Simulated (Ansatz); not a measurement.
**F₂H₂Se₂Zr: up Jacob's ladder to CCSD(T)**

One table from this session's results is given with a row withheld; the runs are named, their logs left out.

The runs use Ansatz 0.2.0, Gaussian basis; functionals in def2-TZVPP, the program's frozen cores in correlated methods.

The runs, in order: LDA (SPW92), PBE-D4, revPBE-D4, BLYP-D4, r2SCAN-D4, B97M-V, PBE0-D4, B3LYP-D4, r2SCANh-D4, r2SCAN0-D4, HSE06-D4, BHLYP-D4, CAM-B3LYP-D4, LC-ωPBE, ωB97X-V, ωB97M-V, B2PLYP, PBE-QIDH; CCSD(T)/def2-SVP; CCSD(T)/def2-TZVPP; MP2/def2-QZVPP; extrapolation to the limit; RPA on PBE.

**The relaxed structure**

All runs share one geometry, relaxed beforehand with PBE0-D4 in a triple-zeta def2 set. Zr takes the def2 core potential; no spin-orbit term is included.

SMILES `[F][Zr]([F])([SeH])[SeH]`, 7 atoms, charge 0, spin multiplicity 1.

Atoms are counted from 1 here; the program's logs count them from 0.

Bond lengths: F1–Zr2 1.888 Å, Zr2–F3 1.889 Å, Zr2–Se4 2.560 Å, Zr2–Se5 2.570 Å, Se4–H6 1.475 Å, Se5–H7 1.476 Å. Angles: F1–Zr2–F3 111.2°, F1–Zr2–Se4 109.8°, F1–Zr2–Se5 110.4°, F3–Zr2–Se4 111.8°, F3–Zr2–Se5 108.9°, Se4–Zr2–Se5 104.5°, Zr2–Se4–H6 86.5°, Zr2–Se5–H7 88.7°.

The first run:

The input, in.yaml:

```yaml
crystal:
  periodic: [false, false, false]
  atoms:
    - {symbol: F, position_ang: [0.581305, -2.226498, -0.519464]}
    - {symbol: Zr, position_ang: [0.138327, -0.501671, 0.106271]}
    - {symbol: F, position_ang: [1.106786, -0.070987, 1.669597]}
    - {symbol: Se, position_ang: [-2.389522, -0.337861, 0.478893]}
    - {symbol: Se, position_ang: [0.637733, 1.262083, -1.694541]}
    - {symbol: H, position_ang: [-2.091638, 0.781633, 1.392082]}
    - {symbol: H, position_ang: [2.078209, 1.025402, -1.478438]}
basis:
  gaussian: {orbitals: def2-TZVPP}
hamiltonian: {xc: lda}
output: {orbitals: {seedname: orbitals}}
```

Launch:

```
ansatz run in.yaml --threads 4 --pin off --events-out ev --progress --plain --max-ram 11315MiB
```

Among the steps run: LDA; PBE-D4 (GGA); revPBE-D4 (GGA); BLYP-D4 (GGA); r2SCAN-D4 (meta-GGA); B97M-V (meta-GGA); PBE0-D4 (hybrid); B3LYP-D4 (hybrid); r2SCANh-D4 (hybrid); r2SCAN0-D4 (hybrid); HSE06-D4 (hybrid); BHLYP-D4 (hybrid); CAM-B3LYP-D4 (range-separated); LC-ωPBE (range-separated); ωB97X-V (range-separated); ωB97M-V (range-separated); B2PLYP (double hybrid); PBE-QIDH (double hybrid).

One table of the session follows, with a row left open; its other results are not shown here.

It belongs to the step «Frontier levels by functional». 

```
  functional  HOMO (eV)  LUMO (eV)  gap (eV)
 LDA (SPW92)      -6.58      -3.29      3.29
      PBE-D4      -6.40      -3.06      3.34
   revPBE-D4      -6.33      -2.97      3.36
     BLYP-D4      -6.22      -2.92      3.30
   r2SCAN-D4      -6.70      -2.93      3.76
      B97M-V      -6.71      -2.86      3.85
     PBE0-D4      -7.55      -2.32      5.23
    B3LYP-D4          ?          ?         ?
  r2SCANh-D4      -7.12      -2.66      4.46
  r2SCAN0-D4      -7.75      -2.24      5.51
    HSE06-D4      -7.15      -2.69      4.46
    BHLYP-D4      -8.53      -1.41      7.12
CAM-B3LYP-D4      -8.80      -1.26      7.54
     LC-ωPBE     -10.14      -0.18      9.96
     ωB97X-V      -9.80      -0.24      9.56
     ωB97M-V      -9.67      -0.33      9.34
```

Q: Estimate the row for B3LYP-D4 from the others.

Worked estimate for «HOMO (eV)». Against the share of exact exchange, BLYP-D4 (0, -6.22), BHLYP-D4 (0.5, -8.53) give a slope of -4.62 per unit share; at 0.2 the line stands at -7.14.

**Answer.** HOMO (eV): -7.30; LUMO (eV): -2.51; gap (eV): 4.80. In «HOMO (eV)» the line misses by +0.16.
